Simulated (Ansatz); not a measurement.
**C3H7Br: geometry at several levels**

One table from this session's results is given with a row withheld; the runs are named, their logs left out.

Method: the levels named in each step, in Ansatz 0.2.0.

### The structure to begin with

Bond lengths: C1–C2 1.524 Å, C2–C3 1.517 Å, C3–Br4 1.956 Å, C1–H5 1.085 Å, C1–H6 1.090 Å, C1–H7 1.087 Å, C2–H8 1.091 Å, C2–H9 1.094 Å, C3–H10 1.091 Å, C3–H11 1.088 Å. Angles (14 of 18 angles, heavy atoms first): C1–C2–C3 110.6°, C2–C3–Br4 111.1°, C1–C2–H8 109.7°, C1–C2–H9 109.7°, C3–C2–H8 109.7°, C3–C2–H9 109.4°, C2–C1–H5 110.8°, C2–C1–H6 110.6°, C2–C1–H7 110.0°, C2–C3–H10 111.6°, C2–C3–H11 111.9°, Br4–C3–H10 106.1°, Br4–C3–H11 106.2°, H8–C2–H9 107.8°.

Structure file:

```xyz
11

C    -3.1976   -0.0342   -0.1430
C    -1.7571   -0.5297   -0.1885
C    -0.7931    0.6061    0.0992
Br    1.0614   -0.0115    0.0421
H    -3.3618    0.7430   -0.8826
H    -3.4332    0.3725    0.8407
H    -3.8804   -0.8545   -0.3478
H    -1.5447   -0.9515   -1.1720
H    -1.6162   -1.3222    0.5522
H    -0.8714    1.3975   -0.6478
H    -0.9435    1.0232    1.0930
```

Set-up of the first run:

The input, input.yaml:

```yaml
crystal:
  periodic: [false, false, false]
  atoms:
    - { symbol: C, position_ang: [-3.20865866, -0.03641779, -0.14216887] }
    - { symbol: C, position_ang: [-1.75812979, -0.52880654, -0.18718614] }
    - { symbol: C, position_ang: [-0.77717286, 0.59846962, 0.09667852] }
    - { symbol: Br, position_ang: [1.0954866, -0.00152269, 0.04570568] }
    - { symbol: H, position_ang: [-3.3941444, 0.75652676, -0.89515899] }
    - { symbol: H, position_ang: [-3.46768093, 0.38024021, 0.85271094] }
    - { symbol: H, position_ang: [-3.91385816, -0.86500772, -0.35015908] }
    - { symbol: H, position_ang: [-1.53281442, -0.96716781, -1.18157379] }
    - { symbol: H, position_ang: [-1.60573998, -1.34081694, 0.55399543] }
    - { symbol: H, position_ang: [-0.85080896, 1.41079637, -0.65143984] }
    - { symbol: H, position_ang: [-0.92409844, 1.03257655, 1.10402612] }
basis:
  gaussian: { orbitals: STO-3G }
hamiltonian:
  xc: hf
relax:
  f_tol: 0.002
  max_steps: 150
```

Run with:

```console
ansatz run input.yaml --threads 4 --pin off --max-ram 10240MiB --backend cpu --events-out ev --progress --plain --runs-dir out
```

Among the steps run: Relaxation, HF/STO-3G; Relaxation, HF/def2-SVP; Relaxation, LDA/def2-SVP; Relaxation, PBE-D4/def2-SVP.

One table of the session follows, with a row left open; its other results are not shown here.

```
          level  C1–C2 (Å)  C2–C3 (Å)  C3–Br4 (Å)  dipole (D)
      HF/STO-3G     1.5419     1.5453      1.9175        1.82
    HF/def2-SVP     1.5270     1.5183      1.9562        2.38
   LDA/def2-SVP          ?          ?           ?           ?
PBE-D4/def2-SVP     1.5322     1.5214      1.9675        2.02
```

Estimate the missing values for LDA/def2-SVP.

As computed: C1–C2 (Å): 1.5135; C2–C3 (Å): 1.5038; C3–Br4 (Å): 1.9358; dipole (D): 1.97. In the column «C1–C2 (Å)» it is the lowest.
